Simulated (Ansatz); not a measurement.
**CH₉GeN₃: a ladder of functionals and wavefunction methods**

One table from this session's results is given with a row withheld; the runs are named, their logs left out.

Method: functionals in def2-TZVPP, the program's frozen cores in correlated methods; program: Ansatz 0.2.0, Gaussian basis.

Plan: PBE-D4, r2SCAN-D4, PBE0-D4, B3LYP-D4, ωB97X-V, ωB97M-V, B2PLYP; CCSD(T)/def2-TZVPP; MP2/def2-QZVPP; extrapolation to the limit.

## The geometry

An earlier PBE0-D4 in a triple-zeta def2 set relaxation fixed the geometry.

SMILES `[CH3][Ge]([NH2])([NH2])[NH2]`, 14 atoms, charge 0, spin multiplicity 1.

Atoms are counted from 1 here; the program's logs count them from 0.

Bond lengths: C1–Ge2 1.946 Å, C1–H6 1.092 Å, C1–H7 1.091 Å, C1–H8 1.092 Å, Ge2–N3 1.839 Å, Ge2–N4 1.839 Å, Ge2–N5 1.833 Å, N3–H9 1.010 Å, N3–H10 1.010 Å, N4–H11 1.011 Å, N4–H12 1.010 Å, N5–H13 1.011 Å, N5–H14 1.011 Å. Angles: Ge2–C1–H6 110.4°, Ge2–C1–H7 109.8°, Ge2–C1–H8 110.8°, H6–C1–H7 108.7°, H6–C1–H8 108.5°, H7–C1–H8 108.7°, C1–Ge2–N3 106.7°, C1–Ge2–N4 118.0°, C1–Ge2–N5 108.6°, N3–Ge2–N4 108.5°, N3–Ge2–N5 114.1°, N4–Ge2–N5 101.3°, Ge2–N3–H9 115.6°, Ge2–N3–H10 115.4°, H9–N3–H10 109.3°, Ge2–N4–H11 114.7°, Ge2–N4–H12 115.2°, H11–N4–H12 109.1° and more.

Set-up of the first run:

The input, in.yaml:

```yaml
crystal:
  periodic: [false, false, false]
  atoms:
    - {symbol: C, position_ang: [-0.880032, -0.088022, 1.552817]}
    - {symbol: Ge, position_ang: [0.118368, 0.026048, -0.113906]}
    - {symbol: N, position_ang: [0.372243, -1.699807, -0.695368]}
    - {symbol: N, position_ang: [-0.610483, 1.004225, -1.490615]}
    - {symbol: N, position_ang: [1.672016, 0.947303, 0.197043]}
    - {symbol: H, position_ang: [-0.328374, -0.679460, 2.286118]}
    - {symbol: H, position_ang: [-1.037296, 0.912134, 1.958162]}
    - {symbol: H, position_ang: [-1.852322, -0.556812, 1.390700]}
    - {symbol: H, position_ang: [-0.374326, -2.345568, -0.483222]}
    - {symbol: H, position_ang: [0.631571, -1.796598, -1.666798]}
    - {symbol: H, position_ang: [-0.725662, 1.989028, -1.294913]}
    - {symbol: H, position_ang: [-1.472314, 0.638880, -1.869272]}
    - {symbol: H, position_ang: [2.286730, 0.518769, 0.875039]}
    - {symbol: H, position_ang: [2.199872, 1.129861, -0.645785]}
basis:
  gaussian: {orbitals: def2-TZVPP}
hamiltonian: {xc: pbe, dispersion: d4}
output: {forces: true, orbitals: {seedname: orbitals}}
```

Launch:

```bash
$ ansatz run in.yaml --threads 2 --pin off --events-out ev --progress --plain --max-ram 32768MiB --backend cuda --devices 0, --max-vram 18GiB
```

Among the steps run: PBE-D4 (GGA); r2SCAN-D4 (meta-GGA); PBE0-D4 (hybrid); B3LYP-D4 (hybrid); ωB97X-V (range-separated); ωB97M-V (range-separated); B2PLYP (double hybrid); CCSD(T) in def2-TZVPP; MP2 in def2-QZVPP.

One of the session's tables, all rows but one given; the rest of the session is left out.

| method | atomisation energy (kcal/mol) |
| --- | --- |
| PBE-D4 | 1177.5 |
| r2SCAN-D4 | 1151.5 |
| PBE0-D4 | 1154.7 |
| B3LYP-D4 | 1161.3 |
| ωB97X-V | 1165.1 |
| ωB97M-V | 1161.5 |
| B2PLYP | 1146.9 |
| HF/def2-TZVPP | 789.7 |
| MP2/def2-TZVPP | 1138.4 |
| CCSD/def2-TZVPP | ? |
| CCSD(T)/def2-TZVPP | 1128.9 |
| MP2/CBS | 1172.0 |
| CCSD(T)/CBS | 1162.5 |

Q: Estimate the row for CCSD/def2-TZVPP from the others.

The run gave: atomisation energy (kcal/mol): 1111.3. In the column «atomisation energy (kcal/mol)» it lies between HF/def2-TZVPP (789.7) and CCSD(T)/def2-TZVPP (1128.9).

Caveats from the session: Free atoms (1 C, 1 Ge, 3 N, 9 H) were run apart at each level; the atomisation energy is their sum less the molecule, without zero-point or spin-orbit terms.
